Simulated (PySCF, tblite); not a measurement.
# C₅H₄F₂N₂: geometry, infrared bands and NMR shifts

Aim: predict the infrared bands and NMR shifts of C₅H₄F₂N₂ (`FC(F)c1ncccn1`).

Programs: tblite 0.8.0 and PySCF 2.14.0, with density-fitted response routines of our own. Each step states its level of theory. These are calculated values for one molecule in the gas phase, unless marked as measured. Atoms are numbered from 0 throughout.

## Step 1: The molecule as given

13 atoms, charge 0, multiplicity 1; geometry from: force field or distance geometry start.

Bonds of the start (Å): F0–C1 1.36, C1–F2 1.38, C1–C3 1.52, C3–N4 1.36, N4–C5 1.35, C5–C6 1.37, C6–C7 1.38, C7–N8 1.34, N8–C3 1.34, C1–H9 1.10, C5–H10 1.09, C6–H11 1.08, C7–H12 1.09.

## Step 2: Geometry optimisation with GFN2-xTB

Job settings and geometry (Å):

```
{"job": {"kind": "relax", "xc": "GFN2-xTB", "basis": "xTB"}, "charge": 0, "multiplicity": 1}
F      2.914000     0.575800    -0.689000
C      2.200400    -0.065800     0.280900
F      2.625500     0.481800     1.473600
C      0.697500    -0.022200     0.082000
N      0.043100    -1.210900    -0.040700
C     -1.294700    -1.146000    -0.226600
C     -1.994600     0.035600    -0.271200
C     -1.243800     1.181100    -0.113900
N      0.088900     1.173100     0.061600
H      2.542800    -1.111000     0.295900
H     -1.793500    -2.105100    -0.334200
H     -3.070100     0.054900    -0.408100
H     -1.720100     2.159300    -0.127900
```

Started as:

```sh
$ OMP_NUM_THREADS=1 python probes_run.py task.json out
```

One launch serves the whole session: the jobs run in the order shown.

**Question.** This job is followed by: GFN2-xTB harmonic vibrations, gas phase; GIAO PBE0/pcSseg-1 NMR shielding, non-relativistic, gas phase. Predict these results of the whole session: strongest single infrared mode (GFN2-xTB); zero-point energy (GFN2-xTB); ¹³C shifts against TMS (PBE0/pcSseg-1, means over atoms taken as alike); ¹H shifts against TMS (PBE0/pcSseg-1, means over atoms taken as alike); ¹⁹F shifts against CFCl3 (PBE0/pcSseg-1, means over atoms taken as alike); ¹⁵N shifts against NH3 (PBE0/pcSseg-1, means over atoms taken as alike).

**Answer**, as computed:

| quantity | value |
| --- | --- |
| strongest single infrared mode (GFN2-xTB) | 1032 cm⁻¹, 182 km/mol |
| zero-point energy (GFN2-xTB) | 53.6 kcal/mol |
| ¹³C shifts against TMS (PBE0/pcSseg-1, means over atoms taken as alike) | 169.1, 164.0, 127.4, 121.9 ppm |
| ¹H shifts against TMS (PBE0/pcSseg-1, means over atoms taken as alike) | 9.19, 7.40, 7.08 ppm |
| ¹⁹F shifts against CFCl3 (PBE0/pcSseg-1, means over atoms taken as alike) | -130.4 ppm |
| ¹⁵N shifts against NH3 (PBE0/pcSseg-1, means over atoms taken as alike) | 334.3 ppm |

**Reading.** Over 22 steps the energy fell by 0.164 eV; of the close pairs, C3–N4 changed most, 1.362 to 1.324 Å. No mode is imaginary among the 33: a minimum at this level. The strongest single mode, at 1032 cm⁻¹, moves mainly C1. Unscaled tight-binding wavenumbers are off by several per cent, some by more. Its intensities can rank the bands wrongly. At PBE0/pcSseg-1: The widest tensor belongs to N4, N8: span 633 ppm, with a paramagnetic part of -398 ppm. NICS(1)zz of -28 ppm above the planar ring from C3 marks a diatropic (aromatic) ring current.
